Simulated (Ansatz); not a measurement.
# GeN+ (singlet): the correlation ladder at distance Ge1–N2 = 5.174 Å, 6-31G

The task here is to estimate one member of a computed series from the others.

Method: 6-31G, core rule «outside noble gas», up to 15 orbitals frozen; program: Ansatz 0.2.0, Gaussian basis.

To be run: UHF; CCSD(T) on RHF; BCCD(T) on RHF; CISD; CCSDT(Q) on RHF; CCSDTQ on RHF; CASSCF and MRCISD+Q, 2 electrons in 2 orbitals; CASSCF and NEVPT2, 2 electrons in 2 orbitals; CASSCF and MRCISD+Q, 8 electrons in 8 orbitals; CASSCF and NEVPT4(SD), 8 electrons in 8 orbitals; CASSCF and NEVPT2, 8 electrons in 8 orbitals.

30 further runs of the same task are left out: 6 for a known fault of the program, 22 that didn't finish, 2 set aside as unsound or not needed. Runs told in other sessions of the task aren't counted.

**The system**

The geometry derives from a PBE0/def2-TZVP stationary point (not a proven minimum). One bond is set to the value named and the two fragments are kept rigid. No spin-orbit coupling is included. The filled d shell of Ge may be among the frozen orbitals whatever the setting's name suggests.

2 atoms, charge 1, spin multiplicity 1.

Atoms are counted from 1 here; the program's logs count them from 0.

No contacts short enough for the rule that draws bonds.

The first run:

in.yaml

```yaml
crystal:
  periodic: [false, false, false]
  atoms:
    - {symbol: Ge, position_ang: [0.000000, 0.000000, 0.000000]}
    - {symbol: N, position_ang: [0.000000, 0.000000, 5.174000]}
basis:
  gaussian: {orbitals: 6-31G}
total_charge: 1
magnetization: {spin_polarized: true, initial_magnetization: 0}
hamiltonian: {xc: hf}
output: {orbitals: {seedname: orbitals}}
```

The run is started by

```sh
$ ansatz run in.yaml --threads 1 --pin off --events-out ev --progress --plain --max-ram 2393MiB
```

Among the steps run: UHF; CCSD(T) on RHF; BCCD(T) on RHF; CISD; CCSDT(Q) on RHF; CCSDTQ on RHF; CASSCF and MRCISD+Q, 2 electrons in 2 orbitals; CASSCF and NEVPT2, 2 electrons in 2 orbitals; CASSCF and MRCISD+Q, 8 electrons in 8 orbitals; CASSCF and NEVPT4(SD), 8 electrons in 8 orbitals; CASSCF and NEVPT2, 8 electrons in 8 orbitals.

One table of the session follows, with a row left open; its other results are not shown here.

It belongs to the step «Misses and costs». 

```
            method  from RCCSDT(Q) (meV)
               UHF                +979.9
              RMP2                +822.6
              CISD               +1780.2
             RCCSD                +528.0
          RCCSD(T)                -434.3
           BCCD(T)                -125.0
            RCCSDT                 +93.9
         RCCSDT(Q)                     0
           RCCSDTQ                 +72.6
       CASSCF pair               +2832.3
       NEVPT2 pair                     ?
       MRCISD pair                +448.9
     MRCISD+Q pair                +181.7
    CASSCF valence               +1293.2
    NEVPT2 valence                +465.6
NEVPT4(SD) valence                +122.3
    MRCISD valence                 +93.5
  MRCISD+Q valence                 +70.3
```

Q: Estimate the row for NEVPT2 pair from the others.

**Answer.** from RCCSDT(Q) (meV): +1145.0. In the column «from RCCSDT(Q) (meV)» it lies between UHF (+979.9) and CASSCF valence (+1293.2).

Left out of the table: RHF (another determinant or state than the rows shown).

To keep in mind: The determinant of HF (⟨S²⟩ 2.00) is far from a pure spin state, so its energy mixes those of several spin states; that is harmless only where they are near-degenerate. The report flags that the cluster equations may have other roots. The program flags RCCSD(T), BCCD(T), RCCSDT(Q), RCCSDTQ as in doubt, so the zero of the table is itself unsure. Warnings: restricted reference is unstable; spin contamination; coupled cluster took another determinant than the lowest; large T1 diagnostic.
